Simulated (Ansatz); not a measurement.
# Al3Co2: the cost of one run

Program: Ansatz 0.2.0. Level of theory: DFT PBE, scalar-relativistic, plane waves, PAW. These are calculated values, not measurements.

## 1. The structure to begin with

The cell holds 20 atoms (Al12Co8): a = 6.894 Å, b = 6.331 Å, c = 6.432 Å, α = 89.06°, β = 92.31°, γ = 84.80°.

It is the last frame of an earlier stage of the same melt, run at 1320 K.

The coordinates stand in the first input below.

## 2. Stage at 730 K

One k point, a Fermi-Dirac width of 0.063 eV and a fixed cell.

Input file input.yaml:

```yaml
crystal:
  lattice:
    - [6.88567, 0.299837, -0.135536]
    - [0.299837, 6.323209, 0.055606]
    - [-0.135536, 0.055606, 6.430573]
  atoms:
    - { symbol: Al, position: [0.2260107449, 0.1062202257, 0.9075769337] }
    - { symbol: Al, position: [0.865642735, 0.6761292486, 0.9912245056] }
    - { symbol: Al, position: [0.6607088524, 0.3401766776, 0.3755394924] }
    - { symbol: Al, position: [0.6629163949, 0.7817494855, 0.3044498762] }
    - { symbol: Al, position: [0.3097045782, 0.852964251, 0.5532486572] }
    - { symbol: Al, position: [0.1299061535, 0.3638617162, 0.1665612249] }
    - { symbol: Al, position: [0.9649458386, 0.8826726657, 0.7006944235] }
    - { symbol: Al, position: [0.3905616423, 0.7240139319, 0.9119998458] }
    - { symbol: Al, position: [0.1044890004, 0.8351154354, 0.1846345832] }
    - { symbol: Al, position: [0.8144136576, 0.2462348079, 0.8096033021] }
    - { symbol: Al, position: [0.9815878333, 0.5156854959, 0.4925237547] }
    - { symbol: Al, position: [0.3624377087, 0.3412646049, 0.6320325487] }
    - { symbol: Co, position: [0.6396578058, 0.9780607584, 0.9053309941] }
    - { symbol: Co, position: [0.6670587295, 0.5976210762, 0.6636610603] }
    - { symbol: Co, position: [0.8897645778, 0.0957620459, 0.1934616606] }
    - { symbol: Co, position: [0.1374646299, 0.5234453412, 0.8253446475] }
    - { symbol: Co, position: [0.3815855135, 0.0713261398, 0.2737087354] }
    - { symbol: Co, position: [0.3759820386, 0.5972967789, 0.2770469275] }
    - { symbol: Co, position: [0.5547383615, 0.3827005087, 0.0004987213] }
    - { symbol: Co, position: [0.0923338943, 0.1467733562, 0.5603211087] }
  symmetry: { detect: false }
basis:
  ecutwfc: 420
  xc_grid: 1
kpoints:
  mp_grid: { grid: [1, 1, 1], shift: [0.25, 0.25, 0.25] }
hamiltonian:
  xc: pbe
scf:
  occupations: { method: fermi_dirac, width: 0.0629 }
  lower_state_search: "off"
  convergence: { dr2_threshold: 1.0e-05 }
output:
  forces: true
  stress: true
md:
  timestep: 3.0
  n_steps: 144
  ensemble: nvt_langevin
  friction: 0.015
  temperature: 730.0
  initial_velocities: maxwell_boltzmann
  seed: 24218
```

Started as:

```console
> ansatz run input.yaml --threads 2 --pin off --max-ram 5120MiB --backend cpu --events-out ev --progress --plain --runs-dir out
```

Q: Estimate wall time and peak memory on 2 threads of Intel Xeon at 2.50GHz (Skylake/Cascade Lake), shared host.

About 6.5 min, with a peak of 0.49 GiB.
